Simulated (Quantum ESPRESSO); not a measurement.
# Ca3AsP (Pm-3m) in Quantum ESPRESSO: single point with PBE

Aim: the single point of Ca3AsP with PBE.

Program: Quantum ESPRESSO 7.5. These are calculated values, not measurements. Logs are shortened: lines on timing, memory, paths and dates and some standing lists are left out, and cuts for length are marked.

**1. The structure**

The structure is cubic, space group Pm-3m (No. 221). The conventional cell has a = 5.334 Å, b = 5.334 Å, c = 5.334 Å, α = 90.00°, β = 90.00°, γ = 90.00°. As (site symmetry m-3m) has 12 Ca at 3.77 Å as nearest neighbours. Ca (site symmetry 4/mmm) is surrounded by 2 P at 2.67 Å. P (site symmetry m-3m) is surrounded by 6 Ca at 2.67 Å.

The cell comes from a database or a generator and needn't be the stable form of this composition.

**2. Single point, PBE**

Contents of run.py:

```python
import numpy as np
from ase.calculators.espresso import Espresso, EspressoProfile
from ase.io import read

atoms = read('Ca3AsP.cif')

input_data = {
    'control': {'calculation': 'scf', 'prefix': 'pwscf', 'outdir': './tmp', 'tprnfor': True, 'tstress': True, 'disk_io': 'nowf'},
    'system': {'ecutwfc': 55.0, 'ecutrho': 440.0, 'nbnd': 28, 'occupations': 'smearing', 'smearing': 'fd', 'degauss': 0.00367493},
    'electrons': {'conv_thr': 1e-09, 'electron_maxstep': 120, 'mixing_beta': 0.5},
}
pseudopotentials = {'As': 'As.pbe-n-rrkjus_psl.0.2.UPF', 'P': 'P.pbe-n-rrkjus_psl.1.0.0.UPF', 'Ca': 'Ca_pbe_v1.uspp.F.UPF'}
profile = EspressoProfile(command='pw.x', pseudo_dir='pseudo')
dft = Espresso(profile=profile, input_data=input_data, pseudopotentials=pseudopotentials, kpts=(5, 5, 5), koffset=(0, 0, 0))
atoms.calc = dft

print(f'energy {atoms.get_potential_energy():.8f} eV')
print('forces (eV/A)')
print(np.round(atoms.get_forces(), 6))
print('stress (eV/A^3, Voigt)')
print(np.round(atoms.get_stress(), 8))
print(f'Fermi level {dft.get_fermi_level():.4f} eV')
```

Contents of Ca3AsP.cif:

```cif
data_Ca3AsP
_cell_length_a 5.33389900
_cell_length_b 5.33389900
_cell_length_c 5.33389900
_cell_angle_alpha 90.00000000
_cell_angle_beta 90.00000000
_cell_angle_gamma 90.00000000
_space_group_name_H-M_alt 'P1'
_space_group_name_Hall 'P 1'
_space_group_IT_number 1
loop_
_space_group_symop_operation_xyz
'x,y,z'
loop_
_atom_site_label
_atom_site_type_symbol
_atom_site_symmetry_multiplicity
_atom_site_Wyckoff_symbol
_atom_site_fract_x
_atom_site_fract_y
_atom_site_fract_z
_atom_site_occupancy
As1 As 1 a 0.0000000000 0.0000000000 0.0000000000 1
Ca1 Ca 1 a 0.5000000000 0.5000000000 0.0000000000 1
Ca2 Ca 1 a 0.5000000000 0.0000000000 0.5000000000 1
Ca3 Ca 1 a 0.0000000000 0.5000000000 0.5000000000 1
P1 P 1 a 0.5000000000 0.5000000000 0.5000000000 1
```

Potentials or basis: SSSP 1.3 efficiency PBE.

Launch:

```
$ OMP_NUM_THREADS=1 python run.py
```

Standard output:

```text
energy -3501.29941456 eV
forces (eV/A)
[[0. 0. 0.]
 [0. 0. 0.]
 [0. 0. 0.]
 [0. 0. 0.]
 [0. 0. 0.]]
stress (eV/A^3, Voigt)
[ 0.00062251  0.00062251  0.00062251 -0.         -0.         -0.        ]
Fermi level 5.7215 eV
```

espresso.pwi:

```text
&CONTROL
   calculation      = 'scf'
   tstress          = .true.
   tprnfor          = .true.
   outdir           = './tmp'
   prefix           = 'pwscf'
   disk_io          = 'nowf'
   pseudo_dir       = 'pseudo'
/
&SYSTEM
   nbnd             = 28
   ecutwfc          = 55.0
   ecutrho          = 440.0
   occupations      = 'smearing'
   degauss          = 0.00367493
   smearing         = 'fd'
   ntyp             = 3
   nat              = 5
   ibrav            = 0
/
&ELECTRONS
   electron_maxstep = 120
   conv_thr         = 1e-09
   mixing_beta      = 0.5
/
&IONS
/
&CELL
/
&FCP
/
&RISM
/
ATOMIC_SPECIES
As 74.921595 As.pbe-n-rrkjus_psl.0.2.UPF
Ca 40.078 Ca_pbe_v1.uspp.F.UPF
P 30.973761998 P.pbe-n-rrkjus_psl.1.0.0.UPF

K_POINTS automatic
5 5 5  0 0 0

CELL_PARAMETERS angstrom
5.33389900000000 0.00000000000000 0.00000000000000
0.00000000000000 5.33389900000000 0.00000000000000
0.00000000000000 0.00000000000000 5.33389900000000

ATOMIC_POSITIONS angstrom
As 0.0000000000 0.0000000000 0.0000000000  
Ca 2.6669495000 2.6669495000 0.0000000000  
Ca 2.6669495000 0.0000000000 2.6669495000  
Ca 0.0000000000 2.6669495000 2.6669495000  
P 2.6669495000 2.6669495000 2.6669495000
```

espresso.pwo:

```text
This program is part of the open-source Quantum ESPRESSO suite
     for quantum simulation of materials; please cite
         "P. Giannozzi et al., J. Phys.:Condens. Matter 21 395502 (2009);
         "P. Giannozzi et al., J. Phys.:Condens. Matter 29 465901 (2017);
         "P. Giannozzi et al., J. Chem. Phys. 152 154105 (2020);
     in publications or presentations arising from this work. More details at

Warning: card &CELL ignored
Warning: card &FCP ignored
Warning: card &RISM ignored

     Message from routine setup:
     using ibrav=0 with symmetry is DISCOURAGED, use correct ibrav instead

     G-vector sticks info
     --------------------
     sticks:   dense  smooth     PW     G-vecs:    dense   smooth      PW
     Sum        3569    1781    497               159699    56619    8385

     Using Slab Decomposition

     bravais-lattice index     =            0
     lattice parameter (alat)  =      10.0796  a.u.
     unit-cell volume          =    1024.0731 (a.u.)^3
     number of atoms/cell      =            5
     number of atomic types    =            3
     number of electrons       =        40.00
     number of Kohn-Sham states=           28
     kinetic-energy cutoff     =      55.0000  Ry
     charge density cutoff     =     440.0000  Ry
     scf convergence threshold =      1.0E-09
     mixing beta               =       0.5000
     number of iterations used =            8  plain     mixing
     Exchange-correlation= PBE
                           (   1   4   3   4   0   0   0)

     celldm(1)=  10.079608  celldm(2)=   0.000000  celldm(3)=   0.000000
     celldm(4)=   0.000000  celldm(5)=   0.000000  celldm(6)=   0.000000

     crystal axes: (cart. coord. in units of alat)
               a(1) = (   1.000000   0.000000   0.000000 )
               a(2) = (   0.000000   1.000000   0.000000 )
               a(3) = (   0.000000   0.000000   1.000000 )

     reciprocal axes: (cart. coord. in units 2 pi/alat)
               b(1) = (  1.000000  0.000000  0.000000 )
               b(2) = (  0.000000  1.000000  0.000000 )
               b(3) = (  0.000000  0.000000  1.000000 )

     PseudoPot. # 1 for As read from file:
     As.pbe-n-rrkjus_psl.0.2.UPF
     Pseudo is Ultrasoft + core correction, Zval =  5.0
[... 58 lines left out ...]
        k(    6) = (   0.0000000   0.4000000   0.4000000), wk =   0.1920000
        k(    7) = (   0.2000000   0.2000000   0.2000000), wk =   0.1280000
        k(    8) = (   0.2000000   0.2000000   0.4000000), wk =   0.3840000
        k(    9) = (   0.2000000   0.4000000   0.4000000), wk =   0.3840000
        k(   10) = (   0.4000000   0.4000000   0.4000000), wk =   0.1280000

     Dense  grid:   159699 G-vectors     FFT dimensions: (  72,  72,  72)

     Smooth grid:    56619 G-vectors     FFT dimensions: (  48,  48,  48)

     Check: negative core charge=   -0.000001

     Initial potential from superposition of free atoms

     starting charge      39.9832, renormalised to      40.0000
     Starting wfcs are   38 randomized atomic wfcs

     Self-consistent Calculation

     iteration #  1     ecut=    55.00 Ry     beta= 0.50
     Davidson diagonalization with overlap
     ethr =  1.00E-02,  avg # of iterations =  2.9

     Threshold (ethr) on eigenvalues was too large:
     Diagonalizing with lowered threshold

     Davidson diagonalization with overlap
     ethr =  9.18E-04,  avg # of iterations =  1.0

     total energy              =    -257.25115856 Ry
     estimated scf accuracy    <       0.35783699 Ry
[... 64 lines left out ...]
     iteration # 11     ecut=    55.00 Ry     beta= 0.50
     Davidson diagonalization with overlap
     ethr =  7.29E-12,  avg # of iterations =  4.7

     End of self-consistent calculation

          k = 0.0000 0.0000 0.0000 (  7075 PWs)   bands (ev):

   -35.5644 -35.5395 -35.5395 -16.6644 -16.6644 -16.6644 -16.5926 -16.5926
   -16.5926 -16.4935 -16.4935 -16.4935  -4.3856  -3.3987   3.8753   3.8753
     3.8753   5.5951   5.5951   5.5951   5.7840   6.4956   6.4956   6.6970
     6.6970   6.6970   9.1572   9.1573
[... 59 lines left out ...]
   -35.5491 -35.5467 -35.5467 -16.7264 -16.6593 -16.6583 -16.6583 -16.5538
   -16.5538 -16.5516 -16.4674 -16.4674  -3.4388  -3.3310   2.4901   2.5203
     2.5203   4.2701   4.2701   4.3241   7.7392   7.8709   7.8709   7.9695
     8.4734   8.4734   8.7096   9.6028

     the Fermi energy is     5.7215 ev

!    total energy              =    -257.34078295 Ry
     estimated scf accuracy    <          5.2E-10 Ry
     smearing contrib. (-TS)   =      -0.00007807 Ry
     internal energy E=F+TS    =    -257.34070487 Ry

     The total energy is F=E-TS. E is the sum of the following terms:
     one-electron contribution =    -116.30199787 Ry
     hartree contribution      =      65.58707411 Ry
     xc contribution           =     -49.25855600 Ry
     ewald contribution        =    -157.36722511 Ry

     convergence has been achieved in  11 iterations

     Forces acting on atoms (cartesian axes, Ry/au):

     atom    1 type  1   force =     0.00000000    0.00000000    0.00000000
     atom    2 type  2   force =     0.00000000    0.00000000    0.00000000
     atom    3 type  2   force =     0.00000000    0.00000000    0.00000000
     atom    4 type  2   force =     0.00000000    0.00000000    0.00000000
     atom    5 type  3   force =     0.00000000    0.00000000    0.00000000

     Total force =     0.000000     Total SCF correction =     0.000000

     Computing stress (Cartesian axis) and pressure

          total   stress  (Ry/bohr**3)                   (kbar)     P=       -1.00
  -0.00000678   0.00000000   0.00000000           -1.00        0.00        0.00
   0.00000000  -0.00000678   0.00000000            0.00       -1.00        0.00
   0.00000000   0.00000000  -0.00000678            0.00        0.00       -1.00

=------------------------------------------------------------------------------=
   JOB DONE.
=------------------------------------------------------------------------------=
```

Run time: 66 s. Hardware: 1 thread of AMD EPYC 7R13 (Zen 3), shared host; peak memory 0.63 GiB.

What came out:

```yaml
Free_energy: -3501.2997 eV
Pressure: -0.1 GPa
Band_gap_on_the_k_mesh: 0.19 eV, direct
```
